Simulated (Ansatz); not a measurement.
**GaH5OSi: a ladder of functionals and wavefunction methods**

Aim: compute GaH5OSi with functionals from several rungs and with coupled cluster, and see how far each lands from CCSD(T) at the basis-set limit for the atomisation energy.

Computed with Ansatz 0.2.0, Gaussian basis. Level: functionals in def2-TZVPP, the program's frozen cores in correlated methods.

Levels to be run: LDA (SPW92), PBE-D4, revPBE-D4, BLYP-D4, r2SCAN-D4, B97M-V, PBE0-D4, B3LYP-D4, r2SCANh-D4, r2SCAN0-D4, HSE06-D4, BHLYP-D4, CAM-B3LYP-D4, LC-ωPBE, ωB97X-V, ωB97M-V, B2PLYP, PBE-QIDH; CCSD(T)/def2-SVP; CCSD(T)/def2-TZVPP; MP2/def2-QZVPP; extrapolation to the limit; RPA on PBE.

### Step 1. Structure used throughout

All runs share one geometry, relaxed beforehand with PBE0-D4 in a triple-zeta def2 set.

SMILES `[SiH3][O][GaH2]`, 8 atoms, charge 0, spin multiplicity 1.

Atoms are counted from 1 here; the program's logs count them from 0.

Bond lengths: Si1–O2 1.629 Å, Si1–H4 1.492 Å, Si1–H5 1.488 Å, Si1–H6 1.488 Å, O2–Ga3 1.785 Å, Ga3–H7 1.555 Å, Ga3–H8 1.560 Å. Angles: O2–Si1–H4 111.4°, O2–Si1–H5 110.0°, O2–Si1–H6 110.0°, H4–Si1–H5 108.4°, H4–Si1–H6 108.4°, H5–Si1–H6 108.7°, Si1–O2–Ga3 139.3°, O2–Ga3–H7 113.8°, O2–Ga3–H8 116.0°, H7–Ga3–H8 130.2°.

### Step 2. LDA

This LDA is Slater exchange with PW92 correlation.

in.yaml reads:

```yaml
crystal:
  periodic: [false, false, false]
  atoms:
    - {symbol: Si, position_ang: [-0.737425, 1.063965, -0.430255]}
    - {symbol: O, position_ang: [0.574871, 0.286270, 0.142357]}
    - {symbol: Ga, position_ang: [1.078612, -1.364926, 0.596177]}
    - {symbol: H, position_ang: [-1.875892, 0.124105, -0.648002]}
    - {symbol: H, position_ang: [-0.414931, 1.717695, -1.727164]}
    - {symbol: H, position_ang: [-1.170827, 2.108796, 0.536098]}
    - {symbol: H, position_ang: [2.547488, -1.457217, 1.099353]}
    - {symbol: H, position_ang: [-0.001887, -2.478687, 0.431436]}
basis:
  gaussian: {orbitals: def2-TZVPP}
hamiltonian: {xc: lda}
output: {orbitals: {seedname: orbitals}}
```

Run with:

```console
> ansatz run in.yaml --threads 4 --pin off --events-out ev --progress --plain --max-ram 10444MiB
```

After this run come: PBE-D4 (GGA); revPBE-D4 (GGA); BLYP-D4 (GGA); r2SCAN-D4 (meta-GGA); B97M-V (meta-GGA); PBE0-D4 (hybrid); B3LYP-D4 (hybrid); r2SCANh-D4 (hybrid); r2SCAN0-D4 (hybrid); HSE06-D4 (hybrid); BHLYP-D4 (hybrid); CAM-B3LYP-D4 (range-separated); LC-ωPBE (range-separated); ωB97X-V (range-separated); ωB97M-V (range-separated); B2PLYP (double hybrid); PBE-QIDH (double hybrid); CCSD(T) in def2-SVP; CCSD(T) in def2-TZVPP; MP2 in def2-QZVPP; RPA on PBE orbitals.

**Question.** What will the summary of the whole plan be? Wanted: atomisation energy, CCSD(T)/CBS; farthest beyond LDA; mean size of error, GGA; mean size of error, meta-GGA; mean size of error, hybrid; mean size of error, range-separated; mean size of error, double hybrid; gap, smallest and largest; T1 diagnostic.

As calculated:

```
                               quantity                                              value
        atomisation energy, CCSD(T)/CBS                                     571.3 kcal/mol
functionals within 5.7 kcal/mol (1.0 %)  r2SCAN-D4, B97M-V, CAM-B3LYP-D4, ωB97X-V, ωB97M-V
                    farthest beyond LDA                         revPBE-D4 (-23.8 kcal/mol)
                mean size of error, GGA                                      16.6 kcal/mol
           mean size of error, meta-GGA                                       2.0 kcal/mol
             mean size of error, hybrid                                      12.8 kcal/mol
    mean size of error, range-separated                                       4.1 kcal/mol
      mean size of error, double hybrid                                      11.3 kcal/mol
              gap, smallest and largest          4.52 eV (LDA (SPW92)), 11.71 eV (LC-ωPBE)
                          T1 diagnostic                                             0.0139
triples share of the correlation energy                                              3.4 %
```

**Reading.** The LDA atomisation energy is off by 59.8 kcal/mol (10 %): it overbinds. PBE-D4 misses by -13.0 kcal/mol. Double hybrids carry the basis error of their MP2 part in triple zeta, and no dispersion term here, so their miss is partly the set-up's. The rungs meta-GGA, range-separated miss on average by less than the doubt on the reference (5.7 kcal/mol), so they tie. Misses under about 5.7 kcal/mol are within the doubt on the reference itself, which lacks core-valence correlation, relativity and higher excitations, and its outer-core shells are covered unevenly. Hartree-Fock recovers 74 % of the binding; the rest is correlation. CCSD(T) in def2-SVP is off by -40.0 kcal/mol, worse than the median functional, from the basis alone. The gap grows from 4.5 to 11.7 eV across the functionals, mostly with the share of exact exchange. Correlated methods include outer-core shells of Ga, which these sets cover unevenly.
